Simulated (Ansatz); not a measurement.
# FH4O2Si: the cost of one run

All numbers below are computed with Ansatz 0.2.0 (UHF/6-31G*).

### Step 1. The system as given

Bond lengths: Si1–F3 1.590 Å, Si1–O4 1.679 Å, O4–H5 1.010 Å, Si1–O6 1.679 Å, O6–H7 1.010 Å. Angles: F3–Si1–O4 109.5°, F3–Si1–O6 109.5°, O4–Si1–O6 109.5°, Si1–O4–H5 109.5°, Si1–O6–H7 109.5°.

As a file:

```xyz
8

Si    0.0000    0.0000    0.0000
H     0.0000    0.0000    1.7100
F     1.4994    0.0000   -0.5295
O    -0.7913    1.3709   -0.5594
H    -1.7491    1.1401   -0.7818
O    -0.7913   -1.3709   -0.5594
H    -1.2459   -1.8365    0.2129
H     0.0000    0.0000    2.6700
```

### Step 2. A restrained relaxation towards end A

Springs on the bonds that form and break draw the guess towards this end; the thresholds are loose.

The input, input.yaml:

```yaml
crystal:
  periodic: [false, false, false]
  atoms:
    - { symbol: Si, position_ang: [0.0, 0.0, 0.0] }
    - { symbol: H, position_ang: [0.0, 0.0, 1.71] }
    - { symbol: F, position_ang: [1.4994, 0.0, -0.5295] }
    - { symbol: O, position_ang: [-0.7913, 1.3709, -0.5594] }
    - { symbol: H, position_ang: [-1.7491, 1.1401, -0.7818] }
    - { symbol: O, position_ang: [-0.7913, -1.3709, -0.5594] }
    - { symbol: H, position_ang: [-1.2459, -1.8365, 0.2129] }
    - { symbol: H, position_ang: [0.0, 0.0, 2.67] }
magnetization:
  spin_polarized: true
  initial_magnetization: 1
basis:
  gaussian: { orbitals: "6-31G*" }
hamiltonian:
  xc: hf
relax:
  f_tol: 0.15
  max_steps: 25
  restrain:
    - { distance: [1, 7], at: 1.86, k: 30.0 }
    - { distance: [0, 1], at: 1.46, k: 30.0 }
```

Launch:

```bash
ansatz run input.yaml --threads 1 --pin off --max-ram 2048MiB --backend cpu --events-out ev --progress --plain --runs-dir out
```

Q: Estimate wall time and peak memory on 1 thread of Arm Neoverse V2, shared host.

About 19 s, with a peak of 0.14 GiB.
